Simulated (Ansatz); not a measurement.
# C3H7B: the cost of one run

All numbers are computed with the Python package of Ansatz 0.2.0. Level of theory: PBE/cc-pVTZ.

**1. Starting point**

Bond lengths: B1–C2 1.591 Å, C2–C3 1.493 Å, B1–C4 1.556 Å, C3–C4 1.464 Å, B1–H5 1.238 Å, C2–H6 1.116 Å, C2–H7 1.140 Å, C3–H8 1.069 Å, C3–H9 1.156 Å, C4–H10 1.049 Å, C4–H11 1.189 Å. Angles (14 of 21 angles, heavy atoms first): B1–C2–C3 90.4°, C2–B1–C4 84.9°, C2–C3–C4 91.8°, B1–C4–C3 92.8°, B1–C2–H6 114.1°, B1–C2–H7 111.4°, C3–C2–H6 113.1°, C3–C2–H7 113.2°, C2–B1–H5 135.8°, C4–B1–H5 139.2°, C2–C3–H8 113.7°, C2–C3–H9 110.6°, C4–C3–H8 118.7°, C4–C3–H9 111.6°.

No structure file is read: the coordinates are typed or built in the script.

**2. The script**

run_tae.py reads:

```python
"""Atomisation energy of C3H7B at the given geometry."""

from collections import Counter
from dataclasses import dataclass

import ansatz as az
from ase import Atoms


@dataclass
class Options:
    basis_set: str = "cc-pVTZ"
    xc: str = "pbe"


settings = Options()


def single_point(molecule, charge=0, unpaired=0):
    calc = molecule.calculation().basis(gaussian=settings.basis_set).functional(settings.xc)
    if charge:
        calc = calc.charge(charge)
    if unpaired:
        calc = calc.spin("collinear", total=unpaired)
    return calc.run(threads=1).report["free_energy_ev"]

atoms = Atoms(["B", "C", "C", "C", "H", "H", "H", "H", "H", "H", "H"], positions=[
    [-0.3402, 0.6025, -1.0198],
    [0.0796, 0.9468, 0.4755],
    [0.252, -0.5061, 0.7715],
    [-0.0697, -0.8737, -0.609],
    [-0.7392, 1.2448, -2.0003],
    [-0.7295, 1.4243, 1.0785],
    [1.0575, 1.5319, 0.5085],
    [-0.3787, -0.8629, 1.5573],
    [1.3538, -0.7411, 1.0286],
    [0.6761, -1.3506, -1.1716],
    [-1.0962, -1.4729, -0.5988],
])
mol = az.Crystal.molecule_from_ase(atoms)

# Hund ground states
unpaired = {"B": 1, "C": 2, "H": 1}
counts = Counter(site.symbol for site in mol.cartesian_sites)
atom_energy = {s: single_point(az.Crystal.molecule().atom(s, (0, 0, 0)), 0, unpaired[s]) for s in counts}
whole = single_point(mol, 0, 0)
for s, e in atom_energy.items():
    print(f"{s:2s} x{counts[s]}  {e:14.5f} eV")
print(f"C3H7B: {whole:.5f} eV")
split = sum(counts[s] * e for s, e in atom_energy.items()) - whole
print(f"atomisation energy (no zero-point term): {split:.3f} eV, {split / sum(counts.values()):.3f} eV an atom")
```

**3. What the engine is handed**

The engine receives this input (first run):

```yaml
crystal:
  periodic: [false, false, false]
  atoms:
    - { symbol: B, position_ang: [0.0, 0.0, 0.0] }
basis:
  gaussian:
    orbitals: cc-pVTZ
hamiltonian:
  xc: pbe
magnetization:
  spin_polarized: true
  initial_magnetization: 1.0
```

**4. The run**

The run is started by

```sh
$ python run_tae.py
```

Q: Estimate wall time and peak memory on 1 thread of Arm Neoverse V1, shared host.

About 6.2 s, with a peak of 0.3 GiB.
